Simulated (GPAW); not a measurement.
Runs of GPAW 26.7.0 on TaTe. The structure is cubic, space group Pm-3m (No. 221). The conventional cell has a = 3.420 Å, b = 3.420 Å, c = 3.420 Å, α = 90.00°, β = 90.00°, γ = 90.00°. Ta (site symmetry m-3m) is surrounded by 8 Te at 2.96 Å. Te (site symmetry m-3m) has 8 Ta at 2.96 Å as nearest neighbours. The cell was built by a generator and needn't be a form met in nature.

| level | U | gap on the mesh (eV) | pressure (GPa) |
| --- | --- | --- | --- |
| PBEsol+U | Ta d U = 1 eV | none | -4.7 |
| PBEsol+U | Ta d U = 2 eV | none | -3.4 |
| PBEsol+U | Ta d U = 5 eV | none | (b) |
| PBEsol | - | none | -5.9 |
| PBEsol+U | Ta d U = 4 eV | none | 0.8 |
| PBEsol+U | Ta d U = 8 eV | none | 12.6 |
| PBEsol+U | Ta d U = 6 eV | none | (a) |
| PBEsol+U | Ta d U = 3 eV | none | (c) |

Alike in all rows: task density of states; potentials or basis PAW data sets generated in the run's folder for this functional, pw; no spin polarisation; cell as given; k mesh 8 × 8 × 8; cutoff (eV) 600; smearing fermi-dirac 0.05 eV.

Problem. Estimate the missing entries.

Solution. (a) 5.5; (b) 3.1; (c) -1.7.

Caveats: U without spin polarisation on a metal has little footing (some runs); the U is typed as a test and isn't derived for this compound (some runs).

A k mesh can miss the band edges, and the runs leave out spin-orbit coupling on Ta, Te.

A gap of «none» marks a metal or a gap under the smearing width.

Runs at the PBE level aren't shown here.
